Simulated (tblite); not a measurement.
# C3H14BOPSi2: the cost of one run

Programs: tblite 0.8.0 and PySCF 2.14.0, with density-fitted response routines of our own. Each step states its level of theory. These are calculated values for one molecule, in the gas phase or a continuum, unless marked as measured. Atoms are numbered from 0 throughout.

## 1. The starting structure

22 atoms, charge 0, multiplicity 1; geometry from: force field or distance geometry start.

Bonds of the start (Å): B0–P1 1.93, P1–Si2 2.20, Si2–O3 1.74, O3–Si4 1.74, Si4–C5 1.86, Si4–C6 1.87, Si4–C7 1.86, B0–H8 1.18, B0–H9 1.19, P1–H10 1.46, Si2–H11 1.47, Si2–H12 1.47, C5–H13 1.10, C5–H14 1.12, C5–H15 1.11, C6–H16 1.11, C6–H17 1.10, C6–H18 1.10, C7–H19 1.11, C7–H20 1.12, C7–H21 1.11.

## 2. Geometry optimisation with GFN2-xTB

What the job is given:

```
{"job": {"kind": "relax", "xc": "GFN2-xTB", "basis": "xTB"}, "charge": 0, "multiplicity": 1}
B      3.774300     0.917100    -0.464600
P      3.294300    -0.592400    -1.569900
Si     1.376700    -0.924300    -0.540600
O      0.291800     0.363800    -0.983500
Si    -1.162600     0.189300    -0.047100
C     -0.860900     0.452700     1.771200
C     -2.341100     1.522900    -0.628800
C     -1.988300    -1.458900    -0.329200
H      4.582700     0.804400     0.387700
H      3.191200     1.943900    -0.597400
H      4.018600    -1.556500    -0.742600
H      1.609600    -0.948500     0.906900
H      0.820500    -2.212800    -0.975900
H     -1.824200     0.575100     2.290400
H     -0.246400     1.375200     1.920500
H     -0.330700    -0.421300     2.213900
H     -3.287000     1.449700    -0.047500
H     -1.885400     2.510900    -0.458300
H     -2.554100     1.389300    -1.699800
H     -2.072400    -1.654900    -1.416500
H     -3.011800    -1.436700     0.120100
H     -1.405100    -2.268600     0.146300
```

On the command line:

```
> OMP_NUM_THREADS=1 python probes_run.py task.json out
```

This one command runs all jobs of the session in turn.

Q: Estimate the wall time and peak memory of this first job on 1 thread of Arm Neoverse V1, shared host.

About 2.1 s, with a peak of 0.18 GiB.
